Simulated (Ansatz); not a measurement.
# Si4H10 (SMILES [SiH3][SiH]([SiH3])[SiH3]): levels of theory compared

Aim: a comparison of 4 runs (HF/STO-3G, HF/pcseg-1, BLYP/aug-cc-pVDZ, CCSD(T)/pcseg-1) of Si4H10. 

The calculation is run with Ansatz 0.2.0.

3 further runs of the same task are left out: 2 for a known fault of the program, 1 set aside as unsound or not needed. Runs told in other sessions of the task aren't counted.

## 1. The molecule

The species is Si4H10 (14 atoms), meant as a singlet with charge 0. As SMILES, `[SiH3][SiH]([SiH3])[SiH3]`. Geometry: relaxed at PBE0-D4/def2-TZVP.

Bond lengths: Si1–Si2 2.337 Å, Si2–Si3 2.337 Å, Si2–Si4 2.337 Å, Si1–H5 1.488 Å, Si1–H6 1.488 Å, Si1–H7 1.488 Å, Si2–H8 1.492 Å, Si3–H9 1.488 Å, Si3–H10 1.488 Å, Si3–H11 1.488 Å, Si4–H12 1.488 Å, Si4–H13 1.488 Å, Si4–H14 1.488 Å. Some angles: Si1–Si2–Si3 109.6°, Si1–Si2–Si4 109.6°, Si3–Si2–Si4 109.6°, Si1–Si2–H8 109.3°, Si3–Si2–H8 109.3°, Si4–Si2–H8 109.3°, Si2–Si1–H5 110.8°, Si2–Si1–H6 110.8°, Si2–Si1–H7 109.2°, Si2–Si3–H9 109.2°.

## 2. Energy and gradient at HF/STO-3G (run 1)

Input file molecule.yaml:

```yaml
crystal:
  periodic: [false, false, false]
  atoms:
    - symbol: Si
      position_ang: [-1.586600, 0.449770, -1.468220]
    - symbol: Si
      position_ang: [-0.437700, -0.033320, 0.509060]
    - symbol: Si
      position_ang: [1.124000, 1.651140, 0.941090]
    - symbol: Si
      position_ang: [0.660040, -2.085920, 0.297480]
    - symbol: H
      position_ang: [-2.588800, -0.607930, -1.768740]
    - symbol: H
      position_ang: [-2.287510, 1.758070, -1.365710]
    - symbol: H
      position_ang: [-0.615640, 0.517850, -2.593590]
    - symbol: H
      position_ang: [-1.409520, -0.107160, 1.639330]
    - symbol: H
      position_ang: [2.091010, 1.722300, -0.187470]
    - symbol: H
      position_ang: [1.875310, 1.366450, 2.193260]
    - symbol: H
      position_ang: [0.452630, 2.971990, 1.075490]
    - symbol: H
      position_ang: [1.404530, -2.417500, 1.542160]
    - symbol: H
      position_ang: [1.628750, -2.008150, -0.829180]
    - symbol: H
      position_ang: [-0.310500, -3.177580, 0.015050]
basis:
  gaussian: {orbitals: STO-3G}
hamiltonian: {xc: hf}
accuracy: high
output: {forces: true, orbitals: {seedname: orbitals}}
```

Command:

```sh
$ ansatz run molecule.yaml --threads 1 --pin off --max-ram 3480MiB --events-out events.jsonl --progress --plain --runs-dir runs
```

The log of the run, cut to the lines that bear on the results:

```text
Warning: RAYON_NUM_THREADS=1 ignored (pool sized by the plan → 1); use --threads N
Functional definition: HF
  name "HF"
[...]
955 factors; integrals over basis functions are off by at most 1.2e-8 eV
[...]
mean field -31245.83762131 eV, -1148.2633533938 hartree, gradient 4.2e-8 eV, S^2 0.000000; 0 other end points of the search recorded, 0 dependent functions left out
[...]
reference -31245.83762131 eV, -1148.2633533938 hartree; 33, 33 occupied and 13, 13 virtual orbitals, 955 factors
Total energy: -31245.83762131 eV, -1148.2633533938 hartree
Atom 0 at    -1.586600     0.449770    -1.468220 Å, force     0.017590    -0.021297     0.110107 eV/Å
Atom 1 at    -0.437700    -0.033320     0.509060 Å, force     0.048732     0.003977    -0.056986 eV/Å
Atom 2 at     1.124000     1.651140     0.941090 Å, force    -0.089462    -0.068493     0.015150 eV/Å
Atom 3 at     0.660040    -2.085920     0.297480 Å, force    -0.070665     0.079080     0.041003 eV/Å
Atom 4 at    -2.588800    -0.607930    -1.768740 Å, force     1.117037     1.255619     0.256900 eV/Å
Atom 5 at    -2.287510     1.758070    -1.365710 Å, force     0.765562    -1.502809    -0.212907 eV/Å
Atom 6 at    -0.615640     0.517850    -2.593590 Å, force    -1.204307    -0.052821     1.210437 eV/Å
Atom 7 at    -1.409520    -0.107160     1.639330 Å, force     1.115520     0.084497    -1.297496 eV/Å
Atom 8 at     2.091010     1.722300    -0.187470 Å, force    -1.047577     0.010952     1.348994 eV/Å
Atom 9 at     1.875310     1.366450     2.193260 Å, force    -0.802053     0.409926    -1.441854 eV/Å
Atom 10 at     0.452630     2.971990     1.075490 Å, force     0.856767    -1.461871    -0.138647 eV/Å
Atom 11 at     1.404530    -2.417500     1.542160 Å, force    -0.815415     0.291639    -1.462925 eV/Å
Atom 12 at     1.628750    -2.008150    -0.829180 Å, force    -1.075474    -0.206504     1.310669 eV/Å
Atom 13 at    -0.310500    -3.177580     0.015050 Å, force     1.183744     1.178104     0.317556 eV/Å
Dipole moment:    -0.032970    -0.002554     0.038343 e Å
```

It took 1.8 s on 1 thread of Arm Neoverse V2, shared host; peak memory 0.11 GiB.

## 3. Energy and gradient at HF/pcseg-1 (run 2)

Input file molecule.yaml:

```yaml
crystal:
  periodic: [false, false, false]
  atoms:
    - {symbol: Si, position_ang: [-1.586600, 0.449770, -1.468220]}
    - {symbol: Si, position_ang: [-0.437700, -0.033320, 0.509060]}
    - {symbol: Si, position_ang: [1.124000, 1.651140, 0.941090]}
    - {symbol: Si, position_ang: [0.660040, -2.085920, 0.297480]}
    - {symbol: H, position_ang: [-2.588800, -0.607930, -1.768740]}
    - {symbol: H, position_ang: [-2.287510, 1.758070, -1.365710]}
    - {symbol: H, position_ang: [-0.615640, 0.517850, -2.593590]}
    - {symbol: H, position_ang: [-1.409520, -0.107160, 1.639330]}
    - {symbol: H, position_ang: [2.091010, 1.722300, -0.187470]}
    - {symbol: H, position_ang: [1.875310, 1.366450, 2.193260]}
    - {symbol: H, position_ang: [0.452630, 2.971990, 1.075490]}
    - {symbol: H, position_ang: [1.404530, -2.417500, 1.542160]}
    - {symbol: H, position_ang: [1.628750, -2.008150, -0.829180]}
    - {symbol: H, position_ang: [-0.310500, -3.177580, 0.015050]}
basis:
  gaussian: {orbitals: pcseg-1.json}
total_charge: 0
hamiltonian: {xc: hf}
accuracy: high
output: {forces: true, orbitals: {seedname: orbitals}}
```

The basis set pcseg-1 is read from a file made from the Basis Set Exchange's data (not shown).

Command:

```sh
$ ansatz run molecule.yaml --threads 1 --pin off --max-ram 3480MiB --events-out events.jsonl --progress --plain --runs-dir runs
```

The log of the run, cut to the lines that bear on the results:

```text
Warning: RAYON_NUM_THREADS=1 ignored (pool sized by the plan → 1); use --threads N
Functional definition: HF
  name "HF"
[...]
2810 factors; integrals over basis functions are off by at most 9.9e-9 eV
[...]
mean field -31604.68406664 eV, -1161.4507170246 hartree, gradient 4.2e-8 eV, S^2 0.000000; 0 other end points of the search recorded, 0 dependent functions left out
[...]
reference -31604.68406664 eV, -1161.4507170246 hartree; 33, 33 occupied and 89, 89 virtual orbitals, 2810 factors
Total energy: -31604.68406664 eV, -1161.4507170246 hartree
Atom 0 at    -1.586600     0.449770    -1.468220 Å, force    -0.272052     0.094976    -0.355402 eV/Å
Atom 1 at    -0.437700    -0.033320     0.509060 Å, force    -0.246960    -0.018818     0.286967 eV/Å
Atom 2 at     1.124000     1.651140     0.941090 Å, force     0.277436     0.338521     0.133104 eV/Å
Atom 3 at     0.660040    -2.085920     0.297480 Å, force     0.183494    -0.419025     0.002960 eV/Å
Atom 4 at    -2.588800    -0.607930    -1.768740 Å, force     0.099307     0.110900     0.016307 eV/Å
Atom 5 at    -2.287510     1.758070    -1.365710 Å, force     0.068162    -0.130763    -0.024876 eV/Å
Atom 6 at    -0.615640     0.517850    -2.593590 Å, force    -0.101811    -0.002364     0.090934 eV/Å
Atom 7 at    -1.409520    -0.107160     1.639330 Å, force     0.098233     0.007420    -0.114329 eV/Å
Atom 8 at     2.091010     1.722300    -0.187470 Å, force    -0.079035     0.007148     0.110791 eV/Å
Atom 9 at     1.875310     1.366450     2.193260 Å, force    -0.065146     0.038513    -0.129143 eV/Å
Atom 10 at     0.452630     2.971990     1.075490 Å, force     0.080260    -0.125532    -0.014899 eV/Å
Atom 11 at     1.404530    -2.417500     1.542160 Å, force    -0.066940     0.022764    -0.131897 eV/Å
Atom 12 at     1.628750    -2.008150    -0.829180 Å, force    -0.083013    -0.024334     0.105326 eV/Å
Atom 13 at    -0.310500    -3.177580     0.015050 Å, force     0.108066     0.100593     0.024156 eV/Å
Dipole moment:    -0.020363    -0.001573     0.023683 e Å
```

Run time: 12 s. Hardware: 1 thread of Arm Neoverse V2, shared host; peak memory 0.47 GiB.

Run 3 isn't shown in full; the table further down has it.

## 4. Energy and forces at CCSD(T)/pcseg-1 (run 4)

Input file run.yaml:

```yaml
crystal:
  periodic: [false, false, false]
  atoms:
    - {symbol: Si, position_ang: [-1.586600, 0.449770, -1.468220]}
    - {symbol: Si, position_ang: [-0.437700, -0.033320, 0.509060]}
    - {symbol: Si, position_ang: [1.124000, 1.651140, 0.941090]}
    - {symbol: Si, position_ang: [0.660040, -2.085920, 0.297480]}
    - {symbol: H, position_ang: [-2.588800, -0.607930, -1.768740]}
    - {symbol: H, position_ang: [-2.287510, 1.758070, -1.365710]}
    - {symbol: H, position_ang: [-0.615640, 0.517850, -2.593590]}
    - {symbol: H, position_ang: [-1.409520, -0.107160, 1.639330]}
    - {symbol: H, position_ang: [2.091010, 1.722300, -0.187470]}
    - {symbol: H, position_ang: [1.875310, 1.366450, 2.193260]}
    - {symbol: H, position_ang: [0.452630, 2.971990, 1.075490]}
    - {symbol: H, position_ang: [1.404530, -2.417500, 1.542160]}
    - {symbol: H, position_ang: [1.628750, -2.008150, -0.829180]}
    - {symbol: H, position_ang: [-0.310500, -3.177580, 0.015050]}
basis:
  gaussian:
    orbitals: pcseg-1.json
correlation:
  method: ccsd_t
  frozen_orbitals: {H: 0, Si: 5}
scf:
  omitted_lower_state_checks: [cluster_reference, increment]
accuracy: high
output: {forces: true, orbitals: {seedname: orbitals}}
```

The basis set pcseg-1 is read from a file made from the Basis Set Exchange's data (not shown).

Command:

```sh
$ ansatz run run.yaml --threads 1 --pin off --max-ram 3480MiB --events-out events.jsonl --progress --plain --runs-dir runs
```

The log of the run, cut to the lines that bear on the results:

```text
Warning: RAYON_NUM_THREADS=1 ignored (pool sized by the plan → 1); use --threads N
Functional definition: HF
  name "HF"
[...]
2810 factors; integrals over basis functions are off by at most 9.9e-9 eV
[...]
mean field -31604.68406664 eV, -1161.4507170246 hartree, gradient 4.2e-8 eV, S^2 0.000000; 0 other end points of the search recorded, 0 dependent functions left out
20 core orbitals not correlated: weight in the atoms' cores, before any rotation towards them, 1.000 or more for the frozen orbitals, at most 0.000 for the correlated occupied ones
reference -31604.68406664 eV, -1161.4507170246 hartree; 13, 13 occupied and 89, 89 virtual orbitals, 2810 factors
second order -10.34025166 eV of doubles, -0.00000000 eV of singles
cycle   1  -11.97313077 eV  change    -1.6e0 eV  update   9.5e-2
[...]
cycle  18  -12.56511168 eV  change  -9.4e-10 eV  update   2.2e-9
perturbative correction -0.33247328 eV, -0.0122181676 hartree
[...]
Atom 5 at    -2.287510     1.758070    -1.365710 Å, force     0.016027    -0.025184    -0.008794 eV/Å
Atom 6 at    -0.615640     0.517850    -2.593590 Å, force    -0.016747     0.000211     0.012068 eV/Å
Atom 7 at    -1.409520    -0.107160     1.639330 Å, force     0.009890     0.000739    -0.011572 eV/Å
Atom 8 at     2.091010     1.722300    -0.187470 Å, force    -0.010466     0.002838     0.017319 eV/Å
Atom 9 at     1.875310     1.366450     2.193260 Å, force    -0.009353     0.008028    -0.028721 eV/Å
Atom 10 at     0.452630     2.971990     1.075490 Å, force     0.019017    -0.024000    -0.006394 eV/Å
Atom 11 at     1.404530    -2.417500     1.542160 Å, force    -0.009763     0.004249    -0.029355 eV/Å
Atom 12 at     1.628750    -2.008150    -0.829180 Å, force    -0.011525    -0.005780     0.015823 eV/Å
Atom 13 at    -0.310500    -3.177580     0.015050 Å, force     0.024270     0.019537     0.001111 eV/Å
Dipole moment:    -0.017000    -0.001312     0.019774 e Å
Checks for a lower state left out: cluster_reference, increment
```

Run time: 4.1 min. Hardware: 1 thread of Arm Neoverse V2, shared host; peak memory 1.7 GiB.

## 5. All runs side by side

| run | level | frozen core orbitals | energy (Eh) | dipole moment (D) | HOMO energy (eV) | LUMO energy (eV) | wall time |
| --- | --- | --- | --- | --- | --- | --- | --- |
| 1 | HF/STO-3G | – | -1148.263353 | 0.24 | -7.96 | 9.83 | 1.8 s |
| 2 | HF/pcseg-1 | – | -1161.450717 | 0.15 | -10.53 | 2.81 | 12 s |
| 3 | BLYP/aug-cc-pVDZ | – | -1163.906141 | 0.16 | -6.82 | -0.88 | 63 s |
| 4 | CCSD(T)/pcseg-1 | 20 | -1161.924695 | 0.13 | -10.53 | 2.81 | 4.1 min |

## 6. What came out

| quantity | value |
| --- | --- |
| run 4: total energy | -1161.92469 Eh |
| run 4: dipole moment (correlated density) | 0.13 D |
| run 4: HOMO energy (Hartree–Fock orbitals) | -10.53 eV |
| run 4: LUMO energy (Hartree–Fock orbitals) | 2.81 eV |
| run 4: HOMO–LUMO gap (Hartree–Fock orbitals) | 13.33 eV |
| run 4: correlation energy (20 core orbitals frozen) | -474.0 mEh |
| run 4: (T) correction | -12.22 mEh |
| run 4: T1 diagnostic | 0.011 |
| run 4: largest force on an atom | 0.170 eV/Å |

What this shows: The dipole moment (its size) runs from 0.13 D (CCSD(T)/pcseg-1) to 0.24 D (HF/STO-3G). The two ends differ in method and basis. Over runs 1, 2, 3 the HOMO–LUMO gap runs from 5.94 eV (BLYP/aug-cc-pVDZ) to 17.79 eV (HF/STO-3G). In run 1 the basis is minimal, so the values are rough. All runs together took 5.4 min, the longest 4.1 min.
